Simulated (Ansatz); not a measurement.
# C3H7NSi: up Jacob's ladder to CCSD(T)

One table from this session's results is given with a row withheld; the runs are named, their logs left out.

Method: functionals in def2-TZVPP, the program's frozen cores in correlated methods; program: Ansatz 0.2.0, Gaussian basis.

Plan: PBE-D4, r2SCAN-D4, PBE0-D4, B3LYP-D4, ωB97X-V, ωB97M-V, B2PLYP; CCSD(T)/def2-TZVPP; MP2/def2-QZVPP; extrapolation to the limit.

### The geometry

The geometry comes from an earlier relaxation with PBE0-D4 in a triple-zeta def2 set; it is a stationary point, not always the lowest conformer.

SMILES `C[SiH2]C1C=N1`, 12 atoms, charge 0, spin multiplicity 1.

Atoms are counted from 1 here; the program's logs count them from 0.

Bond lengths: C1–Si2 1.868 Å, C1–H6 1.092 Å, C1–H7 1.093 Å, C1–H8 1.092 Å, Si2–C3 1.871 Å, Si2–H9 1.491 Å, Si2–H10 1.490 Å, C3–C4 1.453 Å, C3–N5 1.565 Å, C3–H11 1.091 Å, C4–N5 1.241 Å, C4–H12 1.083 Å. Angles: Si2–C1–H6 111.1°, Si2–C1–H7 110.8°, Si2–C1–H8 110.2°, H6–C1–H7 108.1°, H6–C1–H8 108.4°, H7–C1–H8 108.1°, C1–Si2–C3 111.1°, C1–Si2–H9 110.1°, C1–Si2–H10 110.6°, C3–Si2–H9 108.6°, C3–Si2–H10 107.8°, H9–Si2–H10 108.5°, Si2–C3–C4 123.5°, Si2–C3–N5 117.7°, Si2–C3–H11 117.8°, C4–C3–N5 48.4°, C4–C3–H11 116.4°, N5–C3–H11 113.2° and more.

Coordinates:

```mol
C3H7NSi
  3D, bonds by distance, orders not assigned

 12 12  0  0  0  0  0  0  0  0999 V2000
   -1.1874    1.4338    0.4931 C   0  0
    0.3522    0.3934    0.6843 Si  0  0
    0.2124   -1.2009   -0.2841 C   0  0
    1.1953   -1.6348   -1.2621 C   0  0
    0.2360   -1.1066   -1.8462 N   0  0
   -1.0973    2.3747    1.0409 H   0  0
   -2.0637    0.9027    0.8724 H   0  0
   -1.3599    1.6636   -0.5607 H   0  0
    0.5715    0.0603    2.1215 H   0  0
    1.5463    1.1287    0.1811 H   0  0
   -0.4705   -1.9653    0.0909 H   0  0
    2.1423   -2.1047   -1.4970 H   0  0
  1  2  8  0
  2  3  8  0
  3  4  8  0
  4  5  8  0
  1  6  8  0
  1  7  8  0
  1  8  8  0
  2  9  8  0
  2 10  8  0
  3 11  8  0
  4 12  8  0
  3  5  8  0
M  END
```

The first run:

Input file in.yaml:

```yaml
crystal:
  periodic: [false, false, false]
  atoms:
    - {symbol: C, position_ang: [-1.187435, 1.433848, 0.493105]}
    - {symbol: Si, position_ang: [0.352221, 0.393442, 0.684320]}
    - {symbol: C, position_ang: [0.212360, -1.200905, -0.284074]}
    - {symbol: C, position_ang: [1.195261, -1.634848, -1.262052]}
    - {symbol: N, position_ang: [0.236022, -1.106567, -1.846174]}
    - {symbol: H, position_ang: [-1.097267, 2.374652, 1.040873]}
    - {symbol: H, position_ang: [-2.063710, 0.902652, 0.872374]}
    - {symbol: H, position_ang: [-1.359943, 1.663611, -0.560749]}
    - {symbol: H, position_ang: [0.571499, 0.060338, 2.121496]}
    - {symbol: H, position_ang: [1.546260, 1.128678, 0.181053]}
    - {symbol: H, position_ang: [-0.470505, -1.965303, 0.090945]}
    - {symbol: H, position_ang: [2.142338, -2.104699, -1.497016]}
basis:
  gaussian: {orbitals: def2-TZVPP}
hamiltonian: {xc: pbe, dispersion: d4}
output: {forces: true, orbitals: {seedname: orbitals}}
```

Run with:

```
ansatz run in.yaml --threads 4 --pin off --events-out ev --progress --plain --max-ram 10444MiB
```

Steps of the session up to this table: PBE-D4 (GGA); r2SCAN-D4 (meta-GGA); PBE0-D4 (hybrid); B3LYP-D4 (hybrid); ωB97X-V (range-separated); ωB97M-V (range-separated); B2PLYP (double hybrid); CCSD(T) in def2-TZVPP; MP2 in def2-QZVPP.

One table of the session follows, with a row left open; its other results are not shown here.

| method | atomisation energy (kcal/mol) |
| --- | --- |
| PBE-D4 | 1108.5 |
| r2SCAN-D4 | 1082.8 |
| PBE0-D4 | 1087.4 |
| B3LYP-D4 | 1083.3 |
| ωB97X-V | 1086.9 |
| ωB97M-V | 1086.0 |
| B2PLYP | ? |
| HF/def2-TZVPP | 771.5 |
| MP2/def2-TZVPP | 1067.4 |
| CCSD/def2-TZVPP | 1033.2 |
| CCSD(T)/def2-TZVPP | 1051.3 |
| MP2/CBS | 1096.1 |
| CCSD(T)/CBS | 1080.0 |

Estimate the missing values for B2PLYP.

**Answer.** atomisation energy (kcal/mol): 1071.1. In the column «atomisation energy (kcal/mol)» it lies between MP2/def2-TZVPP (1067.4) and CCSD(T)/CBS (1080.0).
